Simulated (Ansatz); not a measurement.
This script makes an equation of state with a fit of Ru, space group P6_3/mmc with Ansatz's Python interface.

Script `eos_ru.py`:
```python
"""Equation of state of Ru."""

import warnings

import ansatz as az
import numpy as np
from scipy.optimize import curve_fit

VECTORS = np.array([
    [2.7058, 0.0, 0.0],
    [-1.3529, 2.34329154, 0.0],
    [0.0, 0.0, 4.2819],
])
SITES = [
    ("Ru", (1 / 3, 2 / 3, 0.25)),
    ("Ru", (2 / 3, 1 / 3, 0.75)),
]


def crystal_on(cell):
    crystal = az.Crystal(lattice=az.Lattice.of(cell))
    for symbol, position in SITES:
        crystal = crystal.atom(symbol, position)
    return crystal

def vinet(v, e0, v0, b0, b1):
    eta = (v / v0) ** (1 / 3)
    return e0 + 2 * b0 * v0 / (b1 - 1) ** 2 * (2 - (5 + 3 * b1 * (eta - 1) - 3 * eta) * np.exp(-1.5 * (b1 - 1) * (eta - 1)))

warnings.simplefilter("ignore", az.DeckWarning)

# uniform scaling of the cell
volumes, energies, pressures = [], [], []
for scale in np.linspace(0.9, 1.1, 9):
    cell = VECTORS * scale ** (1 / 3)
    calc = (
        crystal_on(cell).calculation()
        .functional(az.Functional.PBE)
        .occupations("cold", width=0.05)
        .basis(500)
        .kpoints(12, 12, 7)
        .stress()
    )
    report = calc.run().report
    volumes.append(abs(np.linalg.det(cell)) / len(SITES))
    energies.append(report["free_energy_ev"] / len(SITES))
    pressures.append(np.trace(report["stress_gpa"]) / 3)
    print(f"V = {volumes[-1]:8.4f} A^3/atom  F = {energies[-1]:.5f} eV/atom  P = {pressures[-1]:8.3f} GPa")

guess = (min(energies), volumes[int(np.argmin(energies))], 0.5, 4.5)
(e0, v0, b0, b1), _ = curve_fit(vinet, np.array(volumes), np.array(energies), p0=guess, maxfev=20000)
print(f"Vinet fit: V0 = {v0:.4f} A^3/atom, B0 = {160.21766 * b0:.1f} GPa, B1 = {b1:.2f}")
print("largest residual", round(1000 * float(np.abs(vinet(np.array(volumes), e0, v0, b0, b1) - energies).max()), 3), "meV/atom")
```

From its runs, with one value withheld:

| V (Å³/atom) | F less the lowest row shown (meV/atom) |
| --- | --- |
| 12.217 | 210.65 |
| 12.557 | 120.78 |
| 12.896 | 58.19 |
| 13.235 | 19.24 |
| 13.575 | 0.76 |
| 13.914 | 0.00 |
| 14.253 | 14.57 |
| 14.593 | 42.40 |
| 14.932 | ? |

What is the missing energy at 14.932 Å³ an atom?

A third-order Birch-Murnaghan fit, E = E0 + (9 V0 B0 / 16) [(t - 1)³ B' + (t - 1)² (6 - 4t)] with t = (V0/V)^(2/3), through the 8 rows shown gives V0 = 13.758 Å³, B0 = 313.1 GPa, B' = 4.81 and E0 = -1.69 meV. At V = 14.932 Å³, t = 0.94689, and the fit extrapolates to 81.79 meV. The run gave 81.66 meV, a miss of 0.13 meV.

Caveats:
- No spin polarisation was allowed.
- Shape and fractional positions are held along the curve, so the bulk modulus is an upper value where they are free to relax.
- The mesh is modest for a metal, so energies can be off by several to tens of meV an atom and pressures by half a GPa or more; differences at equal mesh fare better.
- Pressure is positive in compression.
- Finished in 20 s on 1 thread of Arm Neoverse V1, on a shared host, peak memory 0.43 GiB.
